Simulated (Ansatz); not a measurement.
# Si: the cost of one run

All numbers below are computed with Ansatz 0.2.0 (DFT PBE+D3(BJ), plane waves, PAW, scalar-relativistic, no spin polarisation).

**1. The structure to begin with**

The cell holds 17 atoms (Si17): a = 7.679 Å, b = 7.679 Å, c = 7.679 Å, α = 60.00°, β = 60.00°, γ = 60.00°.

Its coordinates follow in the input file.

**2. Relaxing the start**

input.yaml reads:

```yaml
crystal:
  lattice:
    - [0.0, 5.43, 5.43]
    - [5.43, 0.0, 5.43]
    - [5.43, 5.43, 0.0]
  atoms:
    - { symbol: Si, position: [0.0, 0.0, 0.0] }
    - { symbol: Si, position: [0.125, 0.125, 0.125] }
    - { symbol: Si, position: [0.0, 0.0, 0.5] }
    - { symbol: Si, position: [0.125, 0.125, 0.625] }
    - { symbol: Si, position: [0.0, 0.5, 0.0] }
    - { symbol: Si, position: [0.125, 0.625, 0.125] }
    - { symbol: Si, position: [0.0, 0.5, 0.5] }
    - { symbol: Si, position: [0.125, 0.625, 0.625] }
    - { symbol: Si, position: [0.5, 0.0, 0.0] }
    - { symbol: Si, position: [0.625, 0.125, 0.125] }
    - { symbol: Si, position: [0.5, 0.0, 0.5] }
    - { symbol: Si, position: [0.625, 0.125, 0.625] }
    - { symbol: Si, position: [0.5, 0.5, 0.0] }
    - { symbol: Si, position: [0.625, 0.625, 0.125] }
    - { symbol: Si, position: [0.5, 0.5, 0.5] }
    - { symbol: Si, position: [0.625, 0.625, 0.625] }
    - { symbol: Si, position: [0.0668332, 0.313828, 0.815459] }
basis:
  ecutwfc: 420.0
kpoints:
  mp_grid: { grid: [2, 2, 2] }
hamiltonian:
  xc: pbe
  dispersion: d3bj
  pseudopotentials: { kind: paw, azcp: { folder: soft_1 } }
scf:
  occupations: { method: fermi_dirac, width: 0.05 }
  lower_state_search: "off"
relax:
  f_tol: 0.08
  max_steps: 25
  adjacent_minimum: "off"
```

On the command line:

```bash
$ ansatz run input.yaml --threads 1 --pin off --max-ram 3072MiB --backend cpu --events-out ev --progress --plain --runs-dir out
```

What time and memory should one allow on 1 thread of Arm Neoverse V2, shared host?

About 33 s, with a peak of 0.5 GiB.
